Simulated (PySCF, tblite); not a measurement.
# AlFGeH4O5, a small molecule taken as a stand-in for a surface group (Ge site with back bonds O, F, O[Al](O)O): NMR shifts, core binding energies and electronic excitations, part 1 of 2

Aim: the NMR shifts, core binding energies and electronic excitations of `[OH][Al]([OH])[O][Ge]([OH])([OH])[F]`.

Programs: tblite 0.8.0 and PySCF 2.14.0. All values are calculated, for the isolated system unless a continuum is named. Atoms count from 0, parts from 1.

## 1. Starting point

12 atoms, charge 0, multiplicity 1; geometry: distance geometry start.

## 2. Geometry optimisation with GFN2-xTB

Job settings and geometry (Å):

```
{"job": {"kind": "relax", "xc": "GFN2-xTB", "basis": "xTB"}, "charge": 0, "multiplicity": 1}
Ge    -0.656853     0.491973     0.859672
O     -2.356045     1.072080     1.297135
F      0.324394     1.908663     0.338831
O     -0.738457    -0.747017    -0.518877
Al     0.704313    -1.317831    -1.537540
O      1.859610     0.018610    -2.125536
O      1.501677    -2.939361    -1.031885
O      0.127978    -0.282313     2.364237
H     -2.685864     1.997549     1.385739
H      2.063471     0.828268    -1.646710
H      2.334762    -3.023889    -0.545045
H     -0.083224    -1.147724     2.677700
```

Level: GFN2-xTB geometry optimisation, gas phase.

Command:

```sh
$ OMP_NUM_THREADS=1 python cluster_run.py task.json out
```

This one command runs all jobs of the session in turn.

What it wrote:

```text
step      E/eV     max force
  0    -825.00316    3.100
  1    -825.48050    2.645
  2    -826.44847    1.842
  3    -826.69667    1.666
  4    -826.82486    0.918
  5    -826.88588    0.922
  6    -826.92658    0.579
  7    -826.95968    0.534
  8    -826.99039    0.582
  9    -827.02589    0.682
 10    -827.05603    0.569
 11    -827.07895    0.446
 12    -827.09218    0.292
 13    -827.10490    0.386
 14    -827.12335    0.440
 15    -827.14239    0.559
 16    -827.15665    0.438
 17    -827.16469    0.237
 18    -827.16855    0.327
 19    -827.17406    0.334
 20    -827.18220    0.247
 21    -827.19160    0.291
 22    -827.19767    0.219
 23    -827.20180    0.178
 24    -827.20584    0.226
 25    -827.21134    0.242
 26    -827.21989    0.212
 27    -827.22470    0.193
 28    -827.22686    0.144
 29    -827.22960    0.206
 30    -827.23512    0.328
 31    -827.24539    0.415
 32    -827.25503    0.336
 33    -827.26378    0.239
 34    -827.26946    0.500
 35    -827.27616    0.538
 36    -827.28696    0.415
 37    -827.30665    0.585
 38    -827.31805    0.289
 39    -827.32858    0.456
 40    -827.32186    0.987
 41    -827.34537    0.475
 42    -827.35309    0.268
 43    -827.36683    0.275
 44    -827.37438    0.249
 45    -827.38228    0.233
 46    -827.38566    0.233
 47    -827.39046    0.213
 48    -827.39469    0.234
 49    -827.40322    0.235
 50    -827.40933    0.236
 51    -827.41611    0.199
 52    -827.42060    0.163
 53    -827.42392    0.143
 54    -827.42615    0.124
 55    -827.42779    0.095
 56    -827.42925    0.152
 57    -827.43089    0.127
 58    -827.43256    0.122
 59    -827.43362    0.102
 60    -827.43415    0.100
 61    -827.43472    0.078
 62    -827.43527    0.065
 63    -827.43603    0.070
 64    -827.43693    0.068
 65    -827.43784    0.072
 66    -827.43848    0.071
 67    -827.43892    0.154
 68    -827.43949    0.091
 69    -827.44031    0.088
 70    -827.44165    0.083
 71    -827.44241    0.081
 72    -827.44306    0.052
 73    -827.44339    0.050
 74    -827.44378    0.060
 75    -827.44425    0.096
 76    -827.44488    0.078
 77    -827.44566    0.054
 78    -827.44599    0.046
 79    -827.44617    0.042
 80    -827.44637    0.046
 81    -827.44664    0.037
 82    -827.44713    0.045
 83    -827.44763    0.095
 84    -827.44804    0.085
 85    -827.44834    0.028
 86    -827.44847    0.030
 87    -827.44853    0.033
 88    -827.44871    0.038
 89    -827.44895    0.033
 90    -827.44922    0.029
 91    -827.44937    0.025
 92    -827.44942    0.020
 93    -827.44945    0.029
 94    -827.44950    0.021
 95    -827.44968    0.035
 96    -827.44982    0.040
 97    -827.44996    0.037
 98    -827.45004    0.027
 99    -827.45008    0.016
100    -827.45013    0.021
101    -827.45022    0.032
102    -827.45040    0.043
103    -827.45066    0.045
104    -827.45092    0.033
105    -827.45110    0.034
106    -827.45122    0.040
107    -827.45130    0.047
108    -827.45139    0.021
109    -827.45146    0.028
110    -827.45149    0.041
111    -827.45152    0.015
112    -827.45154    0.013
113    -827.45160    0.027
114    -827.45168    0.038
115    -827.45183    0.034
116    -827.45198    0.027
117    -827.45208    0.023
118    -827.45212    0.016
119    -827.45216    0.020
120    -827.45221    0.018
121    -827.45230    0.025
122    -827.45246    0.037
123    -827.45268    0.041
124    -827.45293    0.041
125    -827.45317    0.042
126    -827.45337    0.057
127    -827.45358    0.040
128    -827.45382    0.044
129    -827.45405    0.052
130    -827.45421    0.047
131    -827.45440    0.048
132    -827.45465    0.056
133    -827.45501    0.056
134    -827.45550    0.084
135    -827.45614    0.113
136    -827.45685    0.112
137    -827.45788    0.118
138    -827.45845    0.115
139    -827.45909    0.088
140    -827.45940    0.089
141    -827.45983    0.051
142    -827.46014    0.079
143    -827.46063    0.102
144    -827.46100    0.072
145    -827.46133    0.065
146    -827.46156    0.073
147    -827.46200    0.089
148    -827.46230    0.046
149    -827.46268    0.093
150    -827.46298    0.057
151    -827.46328    0.091
152    -827.46356    0.060
153    -827.46393    0.076
154    -827.46427    0.093
155    -827.46476    0.071
156    -827.46505    0.037
157    -827.46530    0.047
158    -827.46532    0.073
159    -827.46545    0.025
160    -827.46550    0.021
161    -827.46561    0.024
162    -827.46566    0.017
163    -827.46569    0.021
164    -827.46573    0.020
165    -827.46580    0.015
166    -827.46584    0.021
167    -827.46587    0.019
168    -827.46592    0.027
169    -827.46598    0.023
170    -827.46604    0.029
171    -827.46610    0.028
172    -827.46616    0.028
173    -827.46621    0.022
174    -827.46625    0.019
175    -827.46630    0.024
176    -827.46636    0.024
177    -827.46641    0.030
178    -827.46646    0.025
179    -827.46649    0.016
180    -827.46651    0.017
181    -827.46654    0.015
182    -827.46658    0.016
183    -827.46662    0.015
184    -827.46666    0.014
185    -827.46670    0.021
186    -827.46675    0.024
187    -827.46681    0.023
188    -827.46689    0.020
189    -827.46696    0.022
190    -827.46702    0.015
191    -827.46706    0.021
192    -827.46710    0.024
193    -827.46718    0.024
194    -827.46729    0.028
195    -827.46744    0.032
196    -827.46758    0.029
197    -827.46769    0.030
198    -827.46779    0.028
199    -827.46788    0.050
200    -827.46796    0.025
201    -827.46796    0.025
202    -827.46819    0.011
203    -827.46822    0.004
```

It took 2.1 s on 1 thread of Arm Neoverse V2, shared host.

Step by step:

| step | energy from step 0 (eV) | largest force (eV/Å) |
| --- | --- | --- |
| 0 | 0.0000 | 3.1002 |
| 8 | -1.9872 | 0.5813 |
| 16 | -2.1535 | 0.4375 |
| 24 | -2.2027 | 0.2255 |
| 32 | -2.2519 | 0.3363 |
| 40 | -2.3187 | 0.9870 |
| 48 | -2.3915 | 0.2343 |
| 56 | -2.4261 | 0.1521 |
| 64 | -2.4338 | 0.0678 |
| 72 | -2.4399 | 0.0516 |
| 80 | -2.4432 | 0.0461 |
| 88 | -2.4456 | 0.0385 |
| 96 | -2.4467 | 0.0401 |
| 104 | -2.4478 | 0.0335 |
| 112 | -2.4484 | 0.0131 |
| 120 | -2.4491 | 0.0179 |
| 128 | -2.4507 | 0.0439 |
| 136 | -2.4537 | 0.1113 |
| 144 | -2.4578 | 0.0721 |
| 152 | -2.4604 | 0.0600 |
| 160 | -2.4623 | 0.0211 |
| 168 | -2.4628 | 0.0269 |
| 176 | -2.4632 | 0.0240 |
| 184 | -2.4635 | 0.0137 |
| 192 | -2.4639 | 0.0232 |
| 200 | -2.4648 | 0.0251 |
| 203 | -2.4651 | 0.0045 |

Distances of close pairs at the start and the end, largest changes first:

| bond | before (Å) | after (Å) | change (Å) |
| --- | --- | --- | --- |
| Al4–O6 | 1.876 | 1.653 | -0.223 |
| Al4–O5 | 1.862 | 1.651 | -0.210 |
| O3–Al4 | 1.856 | 1.676 | -0.181 |
| Ge0–O7 | 1.865 | 1.691 | -0.174 |
| Ge0–O3 | 1.855 | 1.693 | -0.162 |
| Ge0–O1 | 1.848 | 1.694 | -0.154 |
| Ge0–F2 | 1.800 | 1.739 | -0.061 |
| O1–H8 | 0.986 | 0.958 | -0.029 |

## 3. Geometry optimisation at PBE0-D3(BJ)/def2-SVP

Job settings and geometry (Å):

```
{"job": {"xc": "PBE0", "basis": "def2-SVP", "d3": "d3bj", "grid": 2, "kind": "geom", "shake": 0.01}, "charge": 0, "multiplicity": 1}
Ge    -0.842793     0.713307     1.146830
O     -2.360320     1.459176     0.792225
F      0.130558     1.986360     1.793552
O      0.002885     0.190607    -0.228119
Al     0.962344    -0.710145    -1.245595
O      1.257673    -0.183702    -2.778230
O      1.586302    -2.084063    -0.557505
O     -1.107240    -0.432167     2.323958
H     -2.341001     2.355754     0.451619
H      1.031683     0.544926    -3.318576
H      2.139680    -2.785924    -0.833411
H     -0.421280    -1.081713     2.470252
```

What it wrote:

```text
step   0  E = -2796.51246096  max force = 0.047679
step   1  E = -2796.52116393  max force = 0.015775
step   2  E = -2796.52259452  max force = 0.006763
step   3  E = -2796.52288235  max force = 0.003202
step   4  E = -2796.52315183  max force = 0.003700
step   5  E = -2796.52496984  max force = 0.014636
step   6  E = -2796.52703606  max force = 0.005980
step   7  E = -2796.52556442  max force = 0.023530
step   8  E = -2796.52846400  max force = 0.013058
step   9  E = -2796.52881150  max force = 0.005986
step  10  E = -2796.52891699  max force = 0.001672
step  11  E = -2796.52894012  max force = 0.001894
step  12  E = -2796.52895303  max force = 0.000299
optimisation converged
```

Wall time 3.5 min (1 thread of Arm Neoverse V2, shared host); peak memory 0.79 GiB.

The steps of the relaxation: (the energy doesn't fall at every step)

| step | energy from step 0 (eV) | largest force component (eV/Å) |
| --- | --- | --- |
| 0 | 0.0000 | 2.4518 |
| 1 | -0.2368 | 0.8112 |
| 2 | -0.2757 | 0.3478 |
| 3 | -0.2836 | 0.1647 |
| 4 | -0.2909 | 0.1903 |
| 5 | -0.3404 | 0.7526 |
| 6 | -0.3966 | 0.3075 |
| 7 | -0.3566 | 1.2100 |
| 8 | -0.4355 | 0.6715 |
| 9 | -0.4449 | 0.3078 |
| 10 | -0.4478 | 0.0860 |
| 11 | -0.4484 | 0.0974 |
| 12 | -0.4488 | 0.0154 |

Distances of close pairs at the start and the end, largest changes first:

| bond | before (Å) | after (Å) | change (Å) |
| --- | --- | --- | --- |
| Ge0–O7 | 1.664 | 1.737 | +0.073 |
| Ge0–O3 | 1.697 | 1.751 | +0.054 |
| Al4–O6 | 1.658 | 1.707 | +0.048 |
| Al4–O5 | 1.647 | 1.685 | +0.037 |
| O3–Al4 | 1.663 | 1.700 | +0.037 |
| O5–H9 | 0.935 | 0.958 | +0.023 |
| O6–H10 | 0.935 | 0.959 | +0.023 |
| O7–H11 | 0.956 | 0.977 | +0.022 |

The final coordinates are the input of the step that follows.

| at the end point | value |
| --- | --- |
| point group (found at 0.08 Å tolerance) | C1 |
| rotational constants (GHz, main isotopes) | 2.477, 0.726, 0.664 |
| dipole moment (D) | 3.89 |

## 4. NMR shieldings: PBE0/pcSseg-1

Job settings and geometry (Å):

```
{"job": {"kind": "nmr", "xc": "PBE0", "basis": "pcSseg-1"}, "charge": 0, "multiplicity": 1}
Ge    -0.767229     0.530585     0.913603
O     -2.416147     1.097739     0.956443
F      0.190309     1.750789     1.683932
O     -0.139028     0.394189    -0.715191
Al     0.779016    -0.886992    -1.353325
O      1.389766    -0.990067    -2.919933
O      1.033690    -2.124464    -0.205529
O     -0.648588    -0.991734     1.741802
H     -2.464123     2.058209     1.020382
H      1.288468    -0.331023    -3.608063
H      1.519316    -2.940716    -0.336096
H     -0.016240    -1.577228     1.280492
```

Level: GIAO PBE0/pcSseg-1 NMR shielding, non-relativistic, gas phase.

What it wrote:

```text
coarse grid: 54856 points
cycle   1  E = -2796.4616886469  dE =  3.882e-01  |g| = 1.875e+00  |ddm| = 3.636e+00
cycle   2  E = -2795.8034950505  dE =  6.582e-01  |g| = 2.706e+00  |ddm| = 2.463e+00
cycle   3  E = -2796.9673487410  dE = -1.164e+00  |g| = 1.389e-01  |ddm| = 1.627e+00
cycle   4  E = -2796.9697945991  dE = -2.446e-03  |g| = 9.018e-02  |ddm| = 1.193e-01
cycle   5  E = -2796.9709421459  dE = -1.148e-03  |g| = 1.738e-02  |ddm| = 4.988e-02
cycle   6  E = -2796.9709898665  dE = -4.772e-05  |g| = 3.880e-03  |ddm| = 1.141e-02
cycle   7  E = -2796.9709914735  dE = -1.607e-06  |g| = 1.732e-03  |ddm| = 2.580e-03
final grid: 114064 points
cycle   8  E = -2796.9709324032  dE =  9.507e-07  |g| = 3.017e-03  |ddm| = 2.758e-03
cycle   9  E = -2796.9709289250  dE =  3.478e-06  |g| = 5.379e-03  |ddm| = 4.433e-03
cycle  10  E = -2796.9709339661  dE = -5.041e-06  |g| = 2.794e-04  |ddm| = 2.882e-03
cycle  11  E = -2796.9709339789  dE = -1.274e-08  |g| = 2.909e-05  |ddm| = 1.612e-04
cycle  12  E = -2796.9709339790  dE = -1.301e-10  |g| = 6.485e-06  |ddm| = 2.316e-05
converged SCF energy = -2796.9709339790

GIAO shielding tensors (ppm)
atom      isotropic    diamagn.    paramagn.     s11        s22        s33       span
  0 Ge    1370.953    2757.704   -1386.751   1300.508   1368.125   1444.225    143.717
  1 O      292.968     390.820     -97.852    264.472    287.005    327.427     62.955
  2 F      325.175     478.266    -153.091    275.686    290.216    409.624    133.938
  3 O      267.214     401.791    -134.578    239.380    265.705    296.556     57.176
  4 Al     475.313     797.221    -321.908    405.664    485.532    534.744    129.081
  5 O      329.694     389.214     -59.520    306.510    310.954    371.619     65.109
  6 O      325.079     390.241     -65.161    291.296    320.193    363.749     72.453
  7 O      274.179     395.446    -121.268    241.707    264.862    315.968     74.261
  8 H       29.813      29.925      -0.113     20.614     24.289     44.535     23.921
  9 H       29.610      31.517      -1.907     20.997     23.258     44.576     23.579
 10 H       29.882      30.733      -0.851     20.661     22.897     46.088     25.427
 11 H       26.286      31.745      -5.459     12.504     21.963     44.392     31.888
```

Wall time 27 s (1 thread of Arm Neoverse V2, shared host); peak memory 0.99 GiB.

The references, computed at this level on geometries of the same kind, shield at (ppm): ¹H TMS 31.27, ¹⁹F CFCl3 177.2, ¹⁷O H2O 334.6, ⁷³Ge GeMe4 1330, ²⁷Al AlH4- 489.3. Their shielding less the atom's gives the shift. The references are single molecules in the gas phase, so shifts against H2O, NH3, PH3, H3PO4 or CFCl3 are not on the usual liquid scales and can be off by tens of ppm. Shifts against hydride references such as AlH4− lie on their own scale.

| atoms | environment | σ (ppm) | δ (ppm) |
| --- | --- | --- | --- |
| H11 | hydrogen on an oxygen bonded to Ge | 26.29 | 4.98 |
| H9 | hydrogen on an oxygen bonded to Al | 29.61 | 1.66 |
| H8 | hydrogen on an oxygen bonded to Ge | 29.81 | 1.45 |
| H10 | hydrogen on an oxygen bonded to Al | 29.88 | 1.39 |
| Ge0 | germanium bonded to F, 3 O | 1371 | -41 |
| O3 | oxygen bonded to Al, Ge | 267.2 | 67.3 |
| O7 | oxygen bonded to Ge, H | 274.2 | 60.4 |
| O1 | oxygen bonded to Ge, H | 293.0 | 41.6 |
| O6 | oxygen bonded to Al, H | 325.1 | 9.5 |
| O5 | oxygen bonded to Al, H | 329.7 | 4.9 |
| F2 | fluorine bonded to Ge | 325.2 | -147.9 |
| Al4 | aluminium bonded to 3 O | 475.3 | 14.0 |

Charges from the same density, by scheme (e):

| atoms | Mulliken | IAO | Hirshfeld | ESP fit |
| --- | --- | --- | --- | --- |
| Ge0 | 1.63 | 1.65 | 0.65 | 1.35 |
| O1 | -0.61 | -0.74 | -0.31 | -0.70 |
| F2 | -0.49 | -0.53 | -0.25 | -0.42 |
| O3 | -0.91 | -0.88 | -0.40 | -0.88 |
| Al4 | 1.30 | 1.40 | 0.72 | 1.47 |
| O5 | -0.65 | -0.81 | -0.39 | -0.92 |
| O6 | -0.69 | -0.81 | -0.35 | -0.97 |
| O7 | -0.63 | -0.75 | -0.32 | -0.73 |

Mayer bond orders: Ge0–O1 0.95, Ge0–F2 0.80, Ge0–O3 0.80, O3–Al4 0.87, Al4–O5 1.00, Al4–O6 0.87, Ge0–O7 0.98.

## 5. Core holes by ΔSCF: SCAN, X2C

Same as in step 4 but for these lines:

```diff
@@ -1,2 +1,2 @@
-{"job": {"kind": "nmr", "xc": "PBE0", "basis": "pcSseg-1"}, "charge": 0, "multiplicity": 1}
+{"job": {"kind": "xps", "holes": 5}, "charge": 0, "multiplicity": 1}
 Ge    -0.767229     0.530585     0.913603
```

Level: delta-SCF UKS SCAN, pcX-2 on the ionised atom, pcseg-1 elsewhere, spin-free X2C.

What it wrote:

```text
ground state, core basis on atom 1 (O), 180 functions
  cycle   1  E = -2815.06935000  |g| = 1.63e+00
  cycle   2  E = -2813.92263453  |g| = 2.92e+00
  cycle   3  E = -2815.54463006  |g| = 2.19e-01
  cycle   4  E = -2815.54906140  |g| = 1.72e-01
  cycle   5  E = -2815.55391485  |g| = 2.07e-02
  cycle   6  E = -2815.55396802  |g| = 1.36e-02
  cycle   7  E = -2815.55399953  |g| = 5.19e-03
  cycle   8  E = -2815.55400419  |g| = 1.28e-03
  cycle   9  E = -2815.55400222  |g| = 6.67e-04
  cycle  10  E = -2815.55400379  |g| = 8.44e-05
  E(ground) = -2815.72655199 Eh
hole in O 1s of atom 1
  cycle   1  E = -2794.93395206  |g| = 2.22e+00
  cycle   2  E = -2792.10248263  |g| = 2.73e+00
  cycle   3  E = -2795.20909201  |g| = 1.12e+00
  cycle   4  E = -2795.69641067  |g| = 3.84e-01
  cycle   5  E = -2795.73771986  |g| = 1.84e-01
  cycle   6  E = -2795.74510854  |g| = 1.25e-01
  cycle   7  E = -2795.75097715  |g| = 2.50e-02
  cycle   8  E = -2795.75118899  |g| = 1.15e-02
  cycle   9  E = -2795.75123681  |g| = 3.66e-03
  cycle  10  E = -2795.75123928  |g| = 1.39e-03
  cycle  11  E = -2795.75124187  |g| = 9.52e-04
  cycle  12  E = -2795.75124281  |g| = 1.59e-04
  E(ion) = -2795.92559992 Eh   <S^2> = 0.7623   hole on atom = 1.000   binding energy = 538.811 eV
ground state, core basis on atom 2 (F), 180 functions
  cycle   1  E = -2815.56455624  |g| = 1.49e-01
  cycle   2  E = -2815.55905793  |g| = 2.02e-01
  cycle   3  E = -2815.56564036  |g| = 5.91e-02
  cycle   4  E = -2815.56620137  |g| = 1.35e-02
  cycle   5  E = -2815.56623450  |g| = 2.53e-03
  cycle   6  E = -2815.56623372  |g| = 8.71e-04
  cycle   7  E = -2815.56623255  |g| = 2.68e-04
  E(ground) = -2815.74214886 Eh
hole in F 1s of atom 2
  cycle   1  E = -2789.23983148  |g| = 2.59e+00
  cycle   2  E = -2789.10197298  |g| = 2.19e+00
  cycle   3  E = -2790.02453925  |g| = 5.63e-01
  cycle   4  E = -2790.03031720  |g| = 5.38e-01
  cycle   5  E = -2790.14324392  |g| = 8.27e-02
  cycle   6  E = -2790.14451212  |g| = 6.35e-02
  cycle   7  E = -2790.14606807  |g| = 9.43e-03
  cycle   8  E = -2790.14608864  |g| = 5.99e-03
  cycle   9  E = -2790.14610164  |g| = 1.66e-03
  cycle  10  E = -2790.14610387  |g| = 9.01e-04
  cycle  11  E = -2790.14610230  |g| = 2.20e-04
  E(ion) = -2790.32932276 Eh   <S^2> = 0.7572   hole on atom = 1.000   binding energy = 691.518 eV
ground state, core basis on atom 3 (O), 180 functions
  cycle   1  E = -2815.55396177  |g| = 1.49e-01
  cycle   2  E = -2815.54518728  |g| = 2.54e-01
  cycle   3  E = -2815.55596276  |g| = 4.39e-02
  cycle   4  E = -2815.55615181  |g| = 2.99e-02
  cycle   5  E = -2815.55630676  |g| = 3.30e-03
  cycle   6  E = -2815.55630567  |g| = 1.39e-03
  cycle   7  E = -2815.55631194  |g| = 1.28e-04
  E(ground) = -2815.72751941 Eh
hole in O 1s of atom 3
  cycle   1  E = -2794.94900402  |g| = 2.23e+00
  cycle   2  E = -2794.30944437  |g| = 2.32e+00
  cycle   3  E = -2795.61976905  |g| = 6.73e-01
  cycle   4  E = -2795.67145935  |g| = 5.49e-01
  cycle   5  E = -2795.78553521  |g| = 1.01e-01
  cycle   6  E = -2795.78759251  |g| = 7.15e-02
  cycle   7  E = -2795.78934385  |g| = 6.71e-03
  cycle   8  E = -2795.78935269  |g| = 5.97e-03
  cycle   9  E = -2795.78936497  |g| = 1.41e-03
  cycle  10  E = -2795.78936652  |g| = 4.53e-04
  E(ion) = -2795.96207788 Eh   <S^2> = 0.7634   hole on atom = 1.000   binding energy = 537.845 eV
ground state, core basis on atom 4 (Al), 191 functions
  cycle   1  E = -2815.60471912  |g| = 2.72e-01
  cycle   2  E = -2815.59569848  |g| = 2.55e-01
  cycle   3  E = -2815.60174783  |g| = 1.75e-01
  cycle   4  E = -2815.60760247  |g| = 3.30e-02
  cycle   5  E = -2815.60777405  |g| = 1.04e-02
  cycle   6  E = -2815.60779835  |g| = 1.49e-03
  cycle   7  E = -2815.60780132  |g| = 9.78e-04
  cycle   8  E = -2815.60779709  |g| = 1.52e-04
  E(ground) = -2815.74593605 Eh
hole in Al 2p of atom 4
  cycle   1  E = -2812.33065074  |g| = 1.08e+00
  cycle   2  E = -2810.95896327  |g| = 1.60e+00
  cycle   3  E = -2812.22866950  |g| = 9.17e-01
  cycle   4  E = -2812.56482064  |g| = 1.85e-01
  cycle   5  E = -2812.57524840  |g| = 1.72e-01
  cycle   6  E = -2812.58546592  |g| = 4.95e-02
  cycle   7  E = -2812.58619814  |g| = 2.20e-02
  cycle   8  E = -2812.58635708  |g| = 1.02e-02
  cycle   9  E = -2812.58639588  |g| = 2.40e-03
  cycle  10  E = -2812.58639597  |g| = 1.35e-03
  cycle  11  E = -2812.58639633  |g| = 4.28e-04
  E(ion) = -2812.73141379 Eh   <S^2> = 0.7529   hole on atom = 1.003   binding energy = 82.029 eV
  2p3/2 = 81.640 eV   2p1/2 = 82.155 eV
ground state, core basis on atom 7 (O), 180 functions
  cycle   1  E = -2815.55422039  |g| = 1.06e-01
  cycle   2  E = -2815.55258149  |g| = 1.11e-01
  cycle   3  E = -2815.55413139  |g| = 6.18e-02
  cycle   4  E = -2815.55478370  |g| = 1.32e-02
  cycle   5  E = -2815.55481341  |g| = 3.17e-03
  cycle   6  E = -2815.55481721  |g| = 7.73e-04
  cycle   7  E = -2815.55481986  |g| = 2.05e-04
  E(ground) = -2815.72617839 Eh
hole in O 1s of atom 7
  cycle   1  E = -2794.94694473  |g| = 2.22e+00
  cycle   2  E = -2794.33504139  |g| = 2.29e+00
  cycle   3  E = -2795.63543848  |g| = 6.15e-01
  cycle   4  E = -2795.66315707  |g| = 5.30e-01
  cycle   5  E = -2795.76614822  |g| = 1.19e-01
  cycle   6  E = -2795.76994764  |g| = 6.93e-02
  cycle   7  E = -2795.77171117  |g| = 6.31e-03
  cycle   8  E = -2795.77171148  |g| = 5.85e-03
  cycle   9  E = -2795.77172311  |g| = 1.23e-03
  cycle  10  E = -2795.77172675  |g| = 7.39e-04
  cycle  11  E = -2795.77172692  |g| = 4.23e-04
  E(ion) = -2795.94529422 Eh   <S^2> = 0.7626   hole on atom = 1.000   binding energy = 538.265 eV
```

Wall time 50 s (1 thread of Arm Neoverse V2, shared host); peak memory 0.71 GiB.

Binding energies by hole, beside the orbital energy of the ground state; the difference holds orbital relaxation and, for a density functional, its self-interaction error:

| hole | stands for | environment | ΔSCF (eV; 2p as the shell's mean) | −ε (eV) | ⟨S²⟩ |
| --- | --- | --- | --- | --- | --- |
| O1s on O1 | O1 | oxygen bonded to Ge, H | 538.81 | 517.1 | 0.762 |
| F1s on F2 | F2 | fluorine bonded to Ge | 691.52 | 665.9 | 0.757 |
| O1s on O3 | O3 | oxygen bonded to Al, Ge | 537.85 | 516.7 | 0.763 |
| Al2p on Al4 | Al4 | aluminium bonded to 3 O | 81.81 | 71.4 | 0.753 |
| O1s on O7 | O7 | oxygen bonded to Ge, H | 538.27 | 516.8 | 0.763 |

With the spin-orbit splitting: Al4 2p3/2 81.64, 2p1/2 82.16 eV. The table gives each 2p level as the mean over the whole 2p shell (two parts 2p3/2, one part 2p1/2), which differs a little from the single hole in the log.

(Continued in part 2 of 2.)
